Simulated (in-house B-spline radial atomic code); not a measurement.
**Ce¹⁰⁺: excited configurations**

Aim: the energies of several excited configurations of Ce¹⁰⁺ above a reference configuration, each from its own self-consistent run.

Method: Dirac-Hartree-Fock, average of configuration, Fermi nucleus, basis-set limit. Code: in-house B-spline radial atomic code version 1.

## Step 1: Starting point

```
element       : cerium (Z = 58)
charge        : +10
electrons     : 48
configuration : [Kr] 4d10 5s2
Hamiltonian   : Dirac-Coulomb
nucleus       : Fermi, rms radius 4.877 fm
```

The outer shells:

[Kr] 4d10 5s2
```
[Kr] core
4d [↑↓][↑↓][↑↓][↑↓][↑↓]
5s [↑↓]
```

Settings, as recorded:

```ini
Z = 58
electrons = 48.0
configuration = [Kr] 4d10 5s2
hamiltonian = dirac
method = hf
spin_polarised = False
nucleus = fermi
rms_radius = 4.8771
mass_number = 140
atomic_mass = 139.905448433
speed_of_light = 137.035999084
```

The reference is known from an earlier run: -8836.359942 hartree in all. Up to eight levels, counted from the top:

```tsv
orbital	occupation	energy (eV)	<r> (bohr)
3d3/2	4	-1087.52	0.2504
3d5/2	6	-1068.44	0.2541
4s1/2	2	-466.74	0.6319
4p1/2	2	-402.49	0.6509
4p3/2	4	-382.57	0.6750
4d3/2	4	-275.51	0.7191
4d5/2	6	-271.92	0.7278
5s1/2	2	-172.75	1.348
```

## Step 2: Run with [Kr] 4d9 5s2 5p1

Settings, as recorded:

```ini
Z = 58
electrons = 48.0
configuration = [Kr] 4d9 5s2 5p1
hamiltonian = dirac
method = hf
spin_polarised = False
nucleus = fermi
rms_radius = 4.8771
mass_number = 140
atomic_mass = 139.905448433
speed_of_light = 137.035999084
```

## Step 3: Run with [Kr] 4d9 5s2 8s1

Changes to the settings of step 2:

```diff
@@ -2,3 +2,3 @@
 electrons = 48.0
-configuration = [Kr] 4d9 5s2 5p1
+configuration = [Kr] 4d9 5s2 8s1
 hamiltonian = dirac
```

## Step 4: Configuration [Kr] 4d10 5s1 9d1

Changes to the settings of step 3:

```diff
@@ -2,3 +2,3 @@
 electrons = 48.0
-configuration = [Kr] 4d9 5s2 8s1
+configuration = [Kr] 4d10 5s1 9d1
 hamiltonian = dirac
```

## Step 5: [Ar] 3d9 4s2 4p6 4d10 5s2 6g1

Changes to the settings of step 4:

```diff
@@ -2,3 +2,3 @@
 electrons = 48.0
-configuration = [Kr] 4d10 5s1 9d1
+configuration = [Ar] 3d9 4s2 4p6 4d10 5s2 6g1
 hamiltonian = dirac
```

## Step 6: Run with [Kr] 4d9 5s2 9d1

Changes to the settings of step 5:

```diff
@@ -2,3 +2,3 @@
 electrons = 48.0
-configuration = [Ar] 3d9 4s2 4p6 4d10 5s2 6g1
+configuration = [Kr] 4d9 5s2 9d1
 hamiltonian = dirac
```

## Step 7: [Ar] 3d9 4s2 4p6 4d10 5s2 7s1

Changes to the settings of step 6:

```diff
@@ -2,3 +2,3 @@
 electrons = 48.0
-configuration = [Kr] 4d9 5s2 9d1
+configuration = [Ar] 3d9 4s2 4p6 4d10 5s2 7s1
 hamiltonian = dirac
```

## Step 8: Configuration [Ar] 3d9 4s2 4p6 4d10 5s2 6d1

Changes to the settings of step 7:

```diff
@@ -2,3 +2,3 @@
 electrons = 48.0
-configuration = [Ar] 3d9 4s2 4p6 4d10 5s2 7s1
+configuration = [Ar] 3d9 4s2 4p6 4d10 5s2 6d1
 hamiltonian = dirac
```

## Step 9: [Kr] 4d10 5s1 9g1

Changes to the settings of step 8:

```diff
@@ -2,3 +2,3 @@
 electrons = 48.0
-configuration = [Ar] 3d9 4s2 4p6 4d10 5s2 6d1
+configuration = [Kr] 4d10 5s1 9g1
 hamiltonian = dirac
```

Before running: How far above the reference does each configuration lie (order and size, in eV)?

**Answer**, as computed:

| net move | configuration | energy above the reference (eV) | with Breit, QED, recoil (eV) | largest <r> (bohr) |
| --- | --- | --- | --- | --- |
| 4d → 5p | [Kr] 4d9 5s2 5p1 | 115.00 | 115.06 | 1.45 |
| 5s → 9d | [Kr] 4d10 5s1 9d1 | 145.50 | 145.35 | 8.08 |
| 5s → 9g | [Kr] 4d10 5s1 9g1 | 151.84 | 151.68 | 9.91 |
| 4d → 8s | [Kr] 4d9 5s2 8s1 | 227.41 | 227.40 | 5.15 |
| 4d → 9d | [Kr] 4d9 5s2 9d1 | 244.07 | 244.04 | 8.03 |
| 3d → 6d | [Ar] 3d9 4s2 4p6 4d10 5s2 6d1 | 988.81 | 988.19 | 2.85 |
| 3d → 7s | [Ar] 3d9 4s2 4p6 4d10 5s2 7s1 | 999.30 | 998.71 | 3.60 |
| 3d → 6g | [Ar] 3d9 4s2 4p6 4d10 5s2 6g1 | 1015.49 | 1014.86 | 3.82 |

Quantum defects of the promoted electron, δ = n − ζ/√(−2ε) with ζ = 11 and ε its orbital energy in hartree:

| promotion | δ |
| --- | --- |
| 5s → 9d | 1.195 |
| 5s → 9g | 0.080 |
| 4d → 8s | 1.872 |
| 4d → 9d | 1.217 |
| 3d → 6d | 1.271 |
| 3d → 7s | 1.893 |
| 3d → 6g | 0.077 |

What this shows: The energies run from 115.00 eV (4d → 5p) to 1015.49 eV (3d → 6g). 5 of them lie more than 2 % above the ionisation threshold that Koopmans' theorem gives (172.75 eV), where such states can decay by emitting an electron. Of those tabulated, the defect is largest for 7s (1.89) and least for 6g (0.08): low angular momentum penetrates the core, high angular momentum stays outside it. Two partly filled shells share a symmetry and can mix in the average, which may lower the energy, for: 4d → 9d; 3d → 6d. These are averages over configurations, without correlation, not spectroscopic levels.
